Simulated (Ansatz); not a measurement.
# C2H2BClZn: an energy map over bond length Cl1–C2 and angle Cl1–C2–C3

Aim: map the energy of C₂H₂BClZn, SMILES ClC1=[CH][Zn][BH]1 over two coordinates, and find its wells, ridges and stiffness.

Computed with Ansatz 0.2.0. Level: RKS r2SCAN-D4/def2-SVP.

### Step 1. Starting geometry

7 atoms, charge 0, spin multiplicity 1.

Atoms are counted from 1 here; the program's logs count them from 0.

Bond lengths: Cl1–C2 1.787 Å, C2–C3 1.380 Å, C2–Zn4 2.345 Å, C2–B5 1.563 Å, C3–Zn4 2.030 Å, C3–H6 1.106 Å, Zn4–B5 2.063 Å, B5–H7 1.211 Å. Angles: Cl1–C2–C3 122.6°, Cl1–C2–Zn4 177.9°, Cl1–C2–B5 118.1°, C3–C2–Zn4 59.5°, C3–C2–B5 119.3°, Zn4–C2–B5 59.8°, C2–C3–Zn4 84.6°, C2–C3–H6 120.5°, Zn4–C3–H6 154.9°, C2–Zn4–C3 35.9°, C2–Zn4–B5 40.9°, C3–Zn4–B5 76.8°, C2–B5–Zn4 79.3°, C2–B5–H7 129.0°, Zn4–B5–H7 151.7°.

Coordinates:

```xyz
7

Cl   -0.0674   -2.1119   -0.4592
C    -0.0130   -0.3839   -0.0090
C    -0.1630    0.0504    1.2923
Zn    0.0797    1.9036    0.4999
B     0.2098    0.6656   -1.1453
H    -0.3311   -0.6752    2.1101
H     0.3463    0.4835   -2.3347
```

This geometry comes from a loose relaxation at PBE in a small basis, which is not shown.

### Step 3. Setting up the map

The axes are (1) bond length Cl1–C2: 9 values from 1.466 to 2.681 Å; (2) angle Cl1–C2–C3: 9 values from 87.0 to 157.0 °.

Nothing else is relaxed (all other coordinates rigid). Energies count from the relaxed molecule at the same level.

(The set-up runs are not shown.)

### Step 4. Grid point bond length Cl1–C2 = 2.377 Å, angle Cl1–C2–C3 = 148.2°

input.yaml

```yaml
crystal:
  periodic: [false, false, false]
  atoms:
    - { symbol: Cl, position_ang: [0.087311, -1.617391, -1.398131] }
    - { symbol: C, position_ang: [0.004242, 0.197217, 0.134978] }
    - { symbol: C, position_ang: [-0.14198, 0.623366, 1.432266] }
    - { symbol: Zn, position_ang: [0.091767, 2.452161, 0.643423] }
    - { symbol: B, position_ang: [0.228691, 1.246425, -1.000512] }
    - { symbol: H, position_ang: [-0.301812, -0.103633, 2.240436] }
    - { symbol: H, position_ang: [0.371527, 1.047958, -2.176946] }
basis:
  gaussian: { orbitals: def2-SVP }
hamiltonian:
  xc: r2scan
  dispersion: d4
output:
  forces: true
```

Run with:

```bash
> ansatz run input.yaml --threads 1 --pin off --max-ram 2560MiB --backend cpu --events-out ev --progress --plain --runs-dir out
```

Further runs follow: the other points that were computed.

What does the calculation give? Wanted: lowest point; highest computed point; largest force on an atom.

The runs gave:

| quantity | value |
| --- | --- |
| lowest point | bond length Cl1–C2 = 1.770 Å, angle Cl1–C2–C3 = 122.0°, 0.0028 eV |
| highest computed point | bond length Cl1–C2 = 1.466 Å, angle Cl1–C2–C3 = 87.0°, 5.20 eV above the lowest |
| largest force on an atom (eV/Å) | 0.3 at bond length Cl1–C2 = 1.770 Å, angle Cl1–C2–C3 = 122.0° to 21.5 at bond length Cl1–C2 = 1.466 Å, angle Cl1–C2–C3 = 87.0°; 0.3 at the lowest point |
| time for the whole task | 13 min on 1 thread, shared host |

In words: The lowest computed point is at bond length Cl1–C2 = 1.770 Å, angle Cl1–C2–C3 = 122.0°, 0.0028 eV from the relaxed molecule at the same level. The grid is coarse, so the lowest point of the scanned range may lie between grid points; coordinates that were held can hide deeper minima. The grid shows no other well, apart from its symmetry copies. The highest computed point, bond length Cl1–C2 = 1.466 Å, angle Cl1–C2–C3 = 87.0°, lies 5.20 eV above the lowest. Round the minimum the two coordinates are nearly uncoupled.
